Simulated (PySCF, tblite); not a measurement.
**C₇H₁₃PSi: infrared bands and NMR shifts**

What infrared bands and NMR shifts should C₇H₁₃PSi (`CCc1ccc([SiH3])p1C`) show?

Computed with tblite 0.8.0 and PySCF 2.14.0, with density-fitted response routines of our own, on a single molecule in the gas phase. Atoms are numbered from 0 throughout.

## 1. The starting structure

22 atoms, charge 0, multiplicity 1; geometry from: GFN2-xTB.

Bonds of the start (Å): C0–C1 1.53, C1–C2 1.49, C2–C3 1.35, C3–C4 1.44, C4–C5 1.35, C5–Si6 1.87, C5–P7 1.82, P7–C8 1.86, P7–C2 1.82, C0–H9 1.09, C0–H10 1.09, C0–H11 1.09, C1–H12 1.09, C1–H13 1.09, C3–H14 1.08, C4–H15 1.08, Si6–H16 1.47, Si6–H17 1.46, Si6–H18 1.47, C8–H19 1.09, C8–H20 1.09, C8–H21 1.09.

## 2. Vibrational analysis with GFN2-xTB

What the job is given:

```
{"job": {"kind": "ir", "xc": "GFN2-xTB", "basis": "xTB"}, "charge": 0, "multiplicity": 1}
C     -3.099992    -0.157675    -0.592260
C     -2.282067     0.275921     0.623880
C     -0.869788    -0.187844     0.494666
C     -0.273795    -1.177396     1.188145
C      1.094172    -1.420504     0.817877
C      1.578963    -0.630367    -0.165072
Si     3.289311    -0.693568    -0.925779
P      0.234471     0.403777    -0.829997
C      0.709983     2.051453    -0.119961
H     -4.121755     0.208334    -0.520131
H     -2.648302     0.238170    -1.500523
H     -3.120167    -1.242773    -0.665730
H     -2.306502     1.367700     0.695475
H     -2.722401    -0.134457     1.536192
H     -0.751592    -1.729016     1.984666
H      1.683397    -2.171897     1.323393
H      3.213891    -1.267552    -2.272189
H      4.152518    -1.507033    -0.067572
H      3.827939     0.668557    -1.020795
H      1.562750     2.431590    -0.678035
H      0.965709     1.956933     0.933542
H     -0.127154     2.737033    -0.240640
```

**Question.** This job is followed by: GIAO PBE0/pcSseg-1 NMR shielding, non-relativistic, gas phase. What will the session give for the following? strongest single infrared mode (GFN2-xTB); zero-point energy (GFN2-xTB); 13C shifts against TMS (PBE0/pcSseg-1); 1H shifts against TMS (PBE0/pcSseg-1, means over atoms taken as alike); 29Si shifts against TMS (PBE0/pcSseg-1); 31P shifts against H3PO4 (PBE0/pcSseg-1).

**Answer**, as computed:

| quantity | value |
| --- | --- |
| strongest single infrared mode (GFN2-xTB) | 794 cm⁻¹, 341 km/mol |
| zero-point energy (GFN2-xTB) | 107.2 kcal/mol |
| 13C shifts against TMS (PBE0/pcSseg-1) | 186.3, 156.2, 150.7, 138.3, 30.5, 24.8, 14.5 ppm |
| 1H shifts against TMS (PBE0/pcSseg-1, means over atoms taken as alike) | 7.41, 6.89, 4.42, 2.64, 1.33, 1.28 ppm |
| 29Si shifts against TMS (PBE0/pcSseg-1) | -80.5 ppm |
| 31P shifts against H3PO4 (PBE0/pcSseg-1) | -13.2 ppm |

**Reading.** All 60 modes are real, so the xTB geometry is a minimum. The strongest single mode, at 794 cm⁻¹, moves mainly H18 and H16. GFN2-xTB is a fitted tight-binding method: band positions and strengths are rough. Its intensities can rank the bands wrongly. At PBE0/pcSseg-1: The widest tensor belongs to C2: span 243 ppm, with a paramagnetic part of -269 ppm.
